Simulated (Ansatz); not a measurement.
# CH3ClN2Si: one molecule under many settings

How do the results and run time of CH3ClN2Si respond when the settings are drawn wide?

Computed with Ansatz 0.2.0, Gaussian basis. Level: the settings change from run to run.

### Step 1. The relaxed structure

The geometry comes from an earlier relaxation with PBE0-D4 in a triple-zeta def2 set; it is a stationary point, not always the lowest conformer.

SMILES `N[SiH]1N=C1Cl`, 8 atoms, charge 0, spin multiplicity 1.

Atoms are counted from 1 here; the program's logs count them from 0.

Bond lengths: N1–Si2 1.683 Å, N1–H6 1.006 Å, N1–H7 1.005 Å, Si2–N3 1.775 Å, Si2–C4 1.766 Å, Si2–H8 1.472 Å, N3–C4 1.276 Å, C4–Cl5 1.726 Å. Angles: Si2–N1–H6 124.1°, Si2–N1–H7 122.3°, H6–N1–H7 113.6°, N1–Si2–N3 121.5°, N1–Si2–C4 124.8°, N1–Si2–H8 109.0°, N3–Si2–C4 42.3°, N3–Si2–H8 120.2°, C4–Si2–H8 123.6°, Si2–N3–C4 68.5°, Si2–C4–N3 69.3°, Si2–C4–Cl5 162.8°, N3–C4–Cl5 127.7°.

### Step 2. RPBE/6-31G*

This run has multiplicity 3, D3(BJ) with three-body dispersion, the search for lower states set to off.

Input file in.yaml:

```yaml
crystal:
  periodic: [false, false, false]
  atoms:
    - {symbol: N, position_ang: [-0.538728, -0.106628, 1.412843]}
    - {symbol: Si, position_ang: [0.544842, -0.003021, 0.128840]}
    - {symbol: N, position_ang: [0.321999, 1.174110, -1.180872]}
    - {symbol: C, position_ang: [0.089869, -0.016496, -1.577347]}
    - {symbol: Cl, position_ang: [-0.453027, -0.524052, -3.135456]}
    - {symbol: H, position_ang: [-1.528939, 0.046764, 1.329183]}
    - {symbol: H, position_ang: [-0.241004, -0.305438, 2.352096]}
    - {symbol: H, position_ang: [1.897288, -0.322341, 0.615014]}
basis:
  gaussian: {orbitals: "6-31G*"}
magnetization: {spin_polarized: true, initial_magnetization: 2}
hamiltonian: {xc: {name: RPBE}, dispersion: d3bjatm}
scf: {lower_state_search: off}
output: {forces: true}
```

Run with:

```
ansatz run in.yaml --threads 2 --pin off --events-out ev --progress --plain --max-ram 4352MiB
```

The program printed, shortened:

```text
Functional definition: RPBE
  name "RPBE"
  cite "Hammer, Hansen & Nørskov, Phys. Rev. B 59, 7413 (1999) doi:10.1103/PhysRevB.59.7413"
  cite "Perdew, Burke & Ernzerhof, Phys. Rev. Lett. 77, 3865 (1996) doi:10.1103/PhysRevLett.77.3865"
[...]
1080 factors; their error is unknown
[...]
mean field -24459.04091740 eV, -898.8531747812 hartree, gradient 8.3e-6 eV, S^2 2.005807; 0 other end points of the search recorded, 0 dependent functions left out
[...]
reference -24459.04095083 eV, -898.8531760097 hartree; 28, 26 occupied and 61, 63 virtual orbitals, 1080 factors
Total energy: -24460.22178966 eV, -898.8965710360 hartree
Atom 0 at    -0.538728    -0.106628     1.412843 Å, force    -0.005671    -0.121149     0.073977 eV/Å
Atom 1 at     0.544842    -0.003021     0.128840 Å, force     0.785027     0.244410     0.536828 eV/Å
Atom 2 at     0.321999     1.174110    -1.180872 Å, force     1.393860     5.201275     2.418333 eV/Å
Atom 3 at     0.089869    -0.016496    -1.577347 Å, force    -2.128993    -4.525429    -3.682801 eV/Å
Atom 4 at    -0.453027    -0.524052    -3.135456 Å, force     0.128929    -0.667907    -0.041376 eV/Å
Atom 5 at    -1.528939     0.046764     1.329183 Å, force    -0.574196     0.135043    -0.136704 eV/Å
Atom 6 at    -0.241004    -0.305438     2.352096 Å, force     0.185088    -0.183244     0.608036 eV/Å
Atom 7 at     1.897288    -0.322341     0.615014 Å, force     0.215955    -0.083000     0.223707 eV/Å
Dipole moment:    -0.132934    -0.251708     0.976973 e Å
Checks for a lower state left out: stability, starts, cluster_reference, orbital_swaps, neighbouring_geometries, increment
```

It took 1.5 s on 2 threads of AMD EPYC 7R32, shared host.

Largest force 6.211 eV/Å, dipole 4.89 D, ⟨S²⟩ 2.006.

### Step 3. RPBE/def2-TZVP

This run has unrestricted orbitals.

in.yaml: that of step 2 with these lines changed.

```diff
@@ -12,6 +12,5 @@
 basis:
-  gaussian: {orbitals: "6-31G*"}
-magnetization: {spin_polarized: true, initial_magnetization: 2}
-hamiltonian: {xc: {name: RPBE}, dispersion: d3bjatm}
-scf: {lower_state_search: off}
+  gaussian: {orbitals: def2-TZVP}
+magnetization: {spin_polarized: true, initial_magnetization: 0}
+hamiltonian: {xc: {name: RPBE}}
 output: {forces: true}
```

Launched as before.

The program printed, shortened:

```text
Functional definition: RPBE
  name "RPBE"
  cite "Hammer, Hansen & Nørskov, Phys. Rev. B 59, 7413 (1999) doi:10.1103/PhysRevB.59.7413"
  cite "Perdew, Burke & Ernzerhof, Phys. Rev. Lett. 77, 3865 (1996) doi:10.1103/PhysRevLett.77.3865"
[...]
1130 factors; their error is unknown
[...]
mean field -24466.12005300 eV, -899.1133282160 hartree, gradient 1.2e-5 eV, S^2 0.000000; 0 other end points of the search recorded, 0 dependent functions left out
[...]
reference -24466.12009248 eV, -899.1133296669 hartree; 27, 27 occupied and 158, 158 virtual orbitals, 1130 factors
Total energy: -24466.12009248 eV, -899.1133296669 hartree
Atom 0 at    -0.538728    -0.106628     1.412843 Å, force    -0.155882    -0.009893     0.210942 eV/Å
Atom 1 at     0.544842    -0.003021     0.128840 Å, force     0.427610    -0.324087     0.241425 eV/Å
Atom 2 at     0.321999     1.174110    -1.180872 Å, force     0.148402     1.455158    -0.029265 eV/Å
Atom 3 at     0.089869    -0.016496    -1.577347 Å, force    -0.099412    -0.815724    -0.239055 eV/Å
Atom 4 at    -0.453027    -0.524052    -3.135456 Å, force    -0.231878    -0.242761    -0.645682 eV/Å
Atom 5 at    -1.528939     0.046764     1.329183 Å, force    -0.391495     0.052696    -0.007255 eV/Å
Atom 6 at    -0.241004    -0.305438     2.352096 Å, force     0.092764    -0.076669     0.378733 eV/Å
Atom 7 at     1.897288    -0.322341     0.615014 Å, force     0.209891    -0.038720     0.090157 eV/Å
Dipole moment:    -0.103473    -0.278963     0.762730 e Å
```

Wall time 4.1 s (2 threads of AMD EPYC 7R32, shared host); peak memory 0.26 GiB.

Largest force 1.463 eV/Å, dipole 3.93 D, ⟨S²⟩ 0.000.

### Step 4. B2PLYP/ANO-RCC-VTZP

Set apart from the defaults: the search for lower states set to off.

in.yaml: that of step 3 with these lines changed.

```diff
@@ -12,5 +12,4 @@
 basis:
-  gaussian: {orbitals: def2-TZVP}
-magnetization: {spin_polarized: true, initial_magnetization: 0}
-hamiltonian: {xc: {name: RPBE}}
-output: {forces: true}
+  gaussian: {orbitals: ANO-RCC-VTZP}
+hamiltonian: {xc: {name: B2PLYP}}
+scf: {lower_state_search: off}
```

Launched as before.

The program printed, shortened:

```text
Functional definition: B2PLYP
  name "B2PLYP"
  cite "Grimme, J. Chem. Phys. 124, 034108 (2006) doi:10.1063/1.2148954"
  cite "Becke, Phys. Rev. A 38, 3098 (1988) doi:10.1103/PhysRevA.38.3098"
  cite "Lee, Yang & Parr, Phys. Rev. B 37, 785 (1988) doi:10.1103/PhysRevB.37.785"
[...]
1206 factors; integrals over basis functions are off by at most 1.4e-3 eV
[...]
mean field -24507.86368963 eV, -900.6473785673 hartree, gradient 2.6e-6 eV, S^2 0.000000; 0 other end points of the search recorded, 0 dependent functions left out
13 core orbitals not correlated: weight in the atoms' cores, before any rotation towards them, 1.000 or more for the frozen orbitals, at most 0.000 for the correlated occupied ones
reference -24507.86387429 eV, -900.6473853534 hartree; 14, 14 occupied and 173, 173 virtual orbitals, 1206 factors
second order -29.08158874 eV of doubles, -0.00000000 eV of singles
Total energy: -24515.71590325 eV, -900.9359420954 hartree
Relativity: scalar
Checks for a lower state left out: stability, starts, cluster_reference, orbital_swaps, neighbouring_geometries, increment
```

Wall time 11 s (2 threads of AMD EPYC 7R32, shared host); peak memory 0.52 GiB.

### Step 5. BLYP/6-31G

This run has atoms shaken by 0.03 Å, a grid of angular degree 23, D3(BJ) dispersion, the search for lower states set to full.

Input file in.yaml:

```yaml
crystal:
  periodic: [false, false, false]
  atoms:
    - {symbol: N, position_ang: [-0.548556, -0.148439, 1.431062]}
    - {symbol: Si, position_ang: [0.459989, 0.013443, 0.136634]}
    - {symbol: N, position_ang: [0.303314, 1.179729, -1.191245]}
    - {symbol: C, position_ang: [0.098262, -0.000199, -1.590162]}
    - {symbol: Cl, position_ang: [-0.438784, -0.534898, -3.138821]}
    - {symbol: H, position_ang: [-1.506954, 0.030731, 1.324495]}
    - {symbol: H, position_ang: [-0.253873, -0.274234, 2.374013]}
    - {symbol: H, position_ang: [1.903389, -0.305281, 0.640382]}
basis:
  gaussian: {orbitals: 6-31G, final_grid: {core_spheres: 8, valence_spheres: 7, degree: 23}}
hamiltonian: {xc: {name: BLYP}, dispersion: d3bj}
scf: {lower_state_search: full}
```

The command is unchanged.

The program printed:

```text
Functional definition: BLYP
  name "BLYP"
  cite "Becke, Phys. Rev. A 38, 3098 (1988) doi:10.1103/PhysRevA.38.3098"
  cite "Lee, Yang & Parr, Phys. Rev. B 37, 785 (1988) doi:10.1103/PhysRevB.37.785"
  parameter beta = 0.0042
  parameter a = 0.04918
  parameter b = 0.132
  parameter c = 0.2533
  parameter d = 0.349
  exchange = b88_x(beta = beta)
  correlation = lyp_c(a = a, b = b, c = c, d = d)
768 factors; integrals over basis functions are off by at most 2.6e-4 eV
mean field evaluation 1: about -24443.5220 eV, gradient 8.6e1 eV
mean field evaluation 2: about -24443.5041 eV, gradient 8.6e1 eV
mean field evaluation 4: about -24452.9465 eV, gradient 4.7e1 eV
mean field evaluation 8: about -24459.1235 eV, gradient 1.1e0 eV
mean field evaluation 16: about -24459.1202 eV, gradient 1.1e-4 eV
mean field -24459.12017296 eV, -898.8560873691 hartree, gradient 1.7e-5 eV, S^2 0.000000; 1 other end points of the search recorded, 0 dependent functions left out
reference -24459.12047975 eV, -898.8560986435 hartree; 27, 27 occupied and 32, 32 virtual orbitals, 768 factors
Total energy: -24459.54690757 eV, -898.8717695768 hartree
```

It took 0.75 s on 2 threads of AMD EPYC 7R32, shared host.

### Step 6. BLYP/aug-cc-pVDZ

Set apart from the defaults: multiplicity 3, density fitting with cc-pVTZ-jkfit, high accuracy, the search for lower states set to light.

Input file in.yaml:

```yaml
crystal:
  periodic: [false, false, false]
  atoms:
    - {symbol: N, position_ang: [-0.538728, -0.106628, 1.412843]}
    - {symbol: Si, position_ang: [0.544842, -0.003021, 0.128840]}
    - {symbol: N, position_ang: [0.321999, 1.174110, -1.180872]}
    - {symbol: C, position_ang: [0.089869, -0.016496, -1.577347]}
    - {symbol: Cl, position_ang: [-0.453027, -0.524052, -3.135456]}
    - {symbol: H, position_ang: [-1.528939, 0.046764, 1.329183]}
    - {symbol: H, position_ang: [-0.241004, -0.305438, 2.352096]}
    - {symbol: H, position_ang: [1.897288, -0.322341, 0.615014]}
basis:
  gaussian: {orbitals: aug-cc-pVDZ, fitting: {mean_field: cc-pVTZ-jkfit}}
magnetization: {spin_polarized: true, initial_magnetization: 2}
hamiltonian: {xc: {name: BLYP}}
accuracy: high
scf: {lower_state_search: light}
```

The command is unchanged.

The program printed:

```text
Functional definition: BLYP
  name "BLYP"
  cite "Becke, Phys. Rev. A 38, 3098 (1988) doi:10.1103/PhysRevA.38.3098"
  cite "Lee, Yang & Parr, Phys. Rev. B 37, 785 (1988) doi:10.1103/PhysRevB.37.785"
  parameter beta = 0.0042
  parameter a = 0.04918
  parameter b = 0.132
  parameter c = 0.2533
  parameter d = 0.349
  exchange = b88_x(beta = beta)
  correlation = lyp_c(a = a, b = b, c = c, d = d)
569 factors; integrals over basis functions are off by at most 3.0e-1 eV
mean field evaluation 1: about -24422.4660 eV, gradient 8.9e1 eV
mean field evaluation 2: about -24007.0822 eV, gradient 2.1e2 eV
mean field evaluation 4: about -24436.3860 eV, gradient 6.5e1 eV
mean field evaluation 8: about -24461.2119 eV, gradient 3.2e0 eV
mean field evaluation 16: about -24461.2733 eV, gradient 2.3e-3 eV
mean field evaluation 32: about -24458.4668 eV, gradient 1.4e1 eV
mean field -24461.27329163 eV, -898.9352130210 hartree, gradient 4.1e-8 eV, S^2 2.005598; 6 other end points of the search recorded, 0 dependent functions left out
reference -24461.27334946 eV, -898.9352151462 hartree; 28, 26 occupied and 122, 124 virtual orbitals, 569 factors
Total energy: -24461.27334946 eV, -898.9352151462 hartree
```

It took 15 s on 2 threads of AMD EPYC 7R32, shared host; peak memory 0.38 GiB.

⟨S²⟩ 2.006.

### Step 7. CAM-B3LYP/cc-pVTZ

This run has atoms shaken by 0.08 Å, density fitting with def2-universal-jkfit, D3(BJ) dispersion.

Input file in.yaml:

```yaml
crystal:
  periodic: [false, false, false]
  atoms:
    - {symbol: N, position_ang: [-0.632058, -0.024437, 1.425381]}
    - {symbol: Si, position_ang: [0.433385, 0.029527, 0.145037]}
    - {symbol: N, position_ang: [0.397363, 1.245376, -1.115198]}
    - {symbol: C, position_ang: [-0.068836, 0.017901, -1.617022]}
    - {symbol: Cl, position_ang: [-0.437803, -0.609507, -3.151811]}
    - {symbol: H, position_ang: [-1.579733, 0.025094, 1.359305]}
    - {symbol: H, position_ang: [-0.322619, -0.452147, 2.400220]}
    - {symbol: H, position_ang: [1.818105, -0.374934, 0.646326]}
basis:
  gaussian: {orbitals: cc-pVTZ, fitting: {mean_field: def2-universal-jkfit}}
hamiltonian: {xc: {name: CAM-B3LYP}, dispersion: d3bj}
```

Launched as before.

The program printed, shortened:

```text
Functional definition: CAM-B3LYP
  name "CAM-B3LYP"
  cite "Yanai, Tew & Handy, Chem. Phys. Lett. 393, 51 (2004) doi:10.1016/j.cplett.2004.06.011"
  cite "Iikura, Tsuneda, Yanai & Hirao, J. Chem. Phys. 115, 3540 (2001) doi:10.1063/1.1383587"
  cite "Becke, Phys. Rev. A 38, 3098 (1988) doi:10.1103/PhysRevA.38.3098"
  cite "Lee, Yang & Parr, Phys. Rev. B 37, 785 (1988) doi:10.1103/PhysRevB.37.785"
  cite "Vosko, Wilk & Nusair, Can. J. Phys. 58, 1200 (1980) doi:10.1139/p80-159"
[...]
  # Exact exchange under (alpha + beta erf(omega r))/r, Becke's under what is left of 1/r.
[...]
539 factors; integrals over basis functions are off by at most 1.1e0 eV
539 factors; integrals over basis functions are off by at most 8.3e-6 eV
[...]
mean field -24465.66393978 eV, -899.0965663644 hartree, gradient 1.7e-5 eV, S^2 0.000000; 0 other end points of the search recorded, 0 dependent functions left out
reference -24465.66407088 eV, -899.0965711823 hartree; 27, 27 occupied and 173, 173 virtual orbitals, 539 factors
Total energy: -24465.82544700 eV, -899.1025016450 hartree
```

Run time: 3.5 s. Hardware: 2 threads of AMD EPYC 7R32, shared host; peak memory 0.45 GiB.

### Step 8. r2SCAN0/cc-pVDZ

This run has D3(BJ) with three-body dispersion, high accuracy, the search for lower states set to off.

Input file in.yaml:

```yaml
crystal:
  periodic: [false, false, false]
  atoms:
    - {symbol: N, position_ang: [-0.538728, -0.106628, 1.412843]}
    - {symbol: Si, position_ang: [0.544842, -0.003021, 0.128840]}
    - {symbol: N, position_ang: [0.321999, 1.174110, -1.180872]}
    - {symbol: C, position_ang: [0.089869, -0.016496, -1.577347]}
    - {symbol: Cl, position_ang: [-0.453027, -0.524052, -3.135456]}
    - {symbol: H, position_ang: [-1.528939, 0.046764, 1.329183]}
    - {symbol: H, position_ang: [-0.241004, -0.305438, 2.352096]}
    - {symbol: H, position_ang: [1.897288, -0.322341, 0.615014]}
basis:
  gaussian: {orbitals: cc-pVDZ}
hamiltonian: {xc: {name: r2SCAN0}, dispersion: d3bjatm}
accuracy: high
scf: {lower_state_search: off}
output: {forces: true}
```

The command is unchanged.

The program printed, shortened:

```text
Functional definition: r2SCAN0
  name "r2SCAN0"
  cite "Bursch, Neugebauer, Ehlert & Grimme, J. Chem. Phys. 156, 134105 (2022) doi:10.1063/5.0086040"
  cite "Furness, Kaplan, Ning, Perdew & Sun, J. Phys. Chem. Lett. 11, 8208 (2020) doi:10.1021/acs.jpclett.0c02405"
  cite "Furness, Kaplan, Ning, Perdew & Sun, J. Phys. Chem. Lett. 11, 9248 (2020) doi:10.1021/acs.jpclett.0c03077"
  parent r2scan
[...]
2154 factors; integrals over basis functions are off by at most 5.0e-9 eV
[...]
mean field -24460.99915551 eV, -898.9251387043 hartree, gradient 7.0e-8 eV, S^2 0.000000; 0 other end points of the search recorded, 0 dependent functions left out
[...]
reference -24460.99915607 eV, -898.9251387249 hartree; 27, 27 occupied and 66, 66 virtual orbitals, 2154 factors
Total energy: -24461.06250042 eV, -898.9274665869 hartree
Atom 0 at    -0.538728    -0.106628     1.412843 Å, force    -0.219638    -0.026210     0.279279 eV/Å
Atom 1 at     0.544842    -0.003021     0.128840 Å, force     0.402573    -0.363249     0.303988 eV/Å
Atom 2 at     0.321999     1.174110    -1.180872 Å, force    -0.088692     0.512629    -0.485721 eV/Å
Atom 3 at     0.089869    -0.016496    -1.577347 Å, force     0.058110    -0.019859     0.106800 eV/Å
Atom 4 at    -0.453027    -0.524052    -3.135456 Å, force    -0.122359    -0.073606    -0.356266 eV/Å
Atom 5 at    -1.528939     0.046764     1.329183 Å, force    -0.137475     0.015063    -0.001689 eV/Å
Atom 6 at    -0.241004    -0.305438     2.352096 Å, force     0.022231    -0.016682     0.123236 eV/Å
Atom 7 at     1.897288    -0.322341     0.615014 Å, force     0.085249    -0.028087     0.030371 eV/Å
Dipole moment:    -0.088338    -0.277790     0.826461 e Å
Checks for a lower state left out: stability, starts, cluster_reference, orbital_swaps, neighbouring_geometries, increment
```

Run time: 7 s. Hardware: 2 threads of AMD EPYC 7R32, shared host; peak memory 0.35 GiB.

Largest force 0.712 eV/Å, dipole 4.21 D.

### Step 9. PBE0/def2-SVP

This run has unrestricted orbitals.

in.yaml: that of step 8 with these lines changed.

```diff
@@ -12,6 +12,4 @@
 basis:
-  gaussian: {orbitals: cc-pVDZ}
-hamiltonian: {xc: {name: r2SCAN0}, dispersion: d3bjatm}
-accuracy: high
-scf: {lower_state_search: off}
-output: {forces: true}
+  gaussian: {orbitals: def2-SVP}
+magnetization: {spin_polarized: true, initial_magnetization: 0}
+hamiltonian: {xc: {name: PBE0}}
```

Same command.

The program printed:

```text
Functional definition: PBE0
  name "PBE0"
  cite "Adamo & Barone, J. Chem. Phys. 110, 6158 (1999) doi:10.1063/1.478522"
  cite "Perdew, Burke & Ernzerhof, Phys. Rev. Lett. 77, 3865 (1996) doi:10.1103/PhysRevLett.77.3865"
  parent pbe
  parameter a = 0.25
  parameter kappa = 0.804
  parameter beta = 0.06672455060314922
  exchange = (1 - a)*pbe_x(kappa = kappa, mu = beta*pi^2/3) + a*exact_x
  correlation = pbe_c(beta = beta)
911 factors; integrals over basis functions are off by at most 1.3e-3 eV
mean field evaluation 1: about -24434.9929 eV, gradient 4.6e1 eV
mean field evaluation 2: about -24420.5851 eV, gradient 7.0e1 eV
mean field evaluation 4: about -24443.5333 eV, gradient 5.3e0 eV
mean field evaluation 8: about -24443.7958 eV, gradient 2.4e-1 eV
mean field evaluation 16: about -24443.7961 eV, gradient 8.9e-5 eV
mean field -24443.79610060 eV, -898.2929380969 hartree, gradient 1.6e-5 eV, S^2 0.000000; 0 other end points of the search recorded, 0 dependent functions left out
reference -24443.79612322 eV, -898.2929389283 hartree; 27, 27 occupied and 66, 66 virtual orbitals, 911 factors
Total energy: -24443.79612322 eV, -898.2929389283 hartree
```

Run time: 2.4 s. Hardware: 2 threads of AMD EPYC 7R32, shared host; peak memory 0.25 GiB.

⟨S²⟩ 0.000.

### Step 10. PBE0/aug-pcseg-2

Set apart from the defaults: D3(BJ) dispersion.

in.yaml: that of step 9 with these lines changed.

```diff
@@ -12,4 +12,4 @@
 basis:
-  gaussian: {orbitals: def2-SVP}
-magnetization: {spin_polarized: true, initial_magnetization: 0}
-hamiltonian: {xc: {name: PBE0}}
+  gaussian: {orbitals: aug-pcseg-2}
+hamiltonian: {xc: {name: PBE0}, dispersion: d3bj}
+output: {forces: true}
```

Launched as before.

The program printed, shortened:

```text
Functional definition: PBE0
  name "PBE0"
  cite "Adamo & Barone, J. Chem. Phys. 110, 6158 (1999) doi:10.1063/1.478522"
  cite "Perdew, Burke & Ernzerhof, Phys. Rev. Lett. 77, 3865 (1996) doi:10.1103/PhysRevLett.77.3865"
  parent pbe
[...]
1436 factors; their error is unknown
[...]
mean field -24456.25106703 eV, -898.7506496711 hartree, gradient 5.4e-5 eV, S^2 0.000000; 0 other end points of the search recorded, 0 dependent functions left out
[...]
reference -24456.25111959 eV, -898.7506516027 hartree; 27, 27 occupied and 280, 280 virtual orbitals, 1436 factors
Total energy: -24456.42218517 eV, -898.7569381467 hartree
Atom 0 at    -0.538728    -0.106628     1.412843 Å, force    -0.028028     0.008729     0.015674 eV/Å
Atom 1 at     0.544842    -0.003021     0.128840 Å, force     0.036954    -0.007678     0.011744 eV/Å
Atom 2 at     0.321999     1.174110    -1.180872 Å, force    -0.007185    -0.030417     0.010182 eV/Å
Atom 3 at     0.089869    -0.016496    -1.577347 Å, force     0.001598     0.034322     0.007883 eV/Å
Atom 4 at    -0.453027    -0.524052    -3.135456 Å, force    -0.006875    -0.009986    -0.019084 eV/Å
Atom 5 at    -1.528939     0.046764     1.329183 Å, force     0.029989    -0.005752     0.010362 eV/Å
Atom 6 at    -0.241004    -0.305438     2.352096 Å, force    -0.017549     0.004925    -0.028429 eV/Å
Atom 7 at     1.897288    -0.322341     0.615014 Å, force    -0.008905     0.005857    -0.008331 eV/Å
Dipole moment:    -0.072817    -0.303284     0.794197 e Å
```

Wall time 12 s (2 threads of AMD EPYC 7R32, shared host); peak memory 1.1 GiB.

Largest force 0.040 eV/Å, dipole 4.10 D.

### Step 11. All runs side by side

```csv
level,charge,multiplicity,geometry,functions,energy (eV),time
RPBE/6-31G*,0,3,relaxed,89,-24460.222,1.5 s
RPBE/def2-TZVP,0,1,relaxed,185,-24466.120,4.1 s
B2PLYP/ANO-RCC-VTZP,0,1,relaxed,200,-24515.716,11 s
BLYP/6-31G,0,1,shaken,59,-24459.547,0.75 s
BLYP/aug-cc-pVDZ,0,3,relaxed,150,-24461.273,15 s
CAM-B3LYP/cc-pVTZ,0,1,shaken,200,-24465.825,3.5 s
r2SCAN0/cc-pVDZ,0,1,relaxed,93,-24461.063,7 s
PBE0/def2-SVP,0,1,relaxed,93,-24443.796,2.4 s
PBE0/aug-pcseg-2,0,1,relaxed,307,-24456.422,12 s
```

### Step 12. Summary of results

```
                                         quantity                   value
                                             runs                       9
                                         quickest      BLYP/6-31G, 0.75 s
                                          slowest  BLYP/aug-cc-pVDZ, 15 s
spread of total energies, same state and geometry                 71.9 eV
                  dipole, same state and geometry          3.93 to 4.21 D
```

**Reading.** Run time spans a factor of 19, from BLYP/6-31G to BLYP/aug-cc-pVDZ. The jobs differ in tasks and options as well as level. Total energies at one charge and spin differ by 72 eV between levels, so only differences within one level mean anything. Some of these runs are scalar-relativistic and others not, which shifts the totals of all-electron atoms past neon by eV; core potentials, where a basis has them, take the core out of the total altogether. At the PBE0-D4/def2-TZVP geometry and in the same state, runs without warnings or point charges leave forces up to 1.46 eV/Å (RPBE/def2-TZVP). At that geometry and state the dipole changes by 7 % between the lowest and highest value.
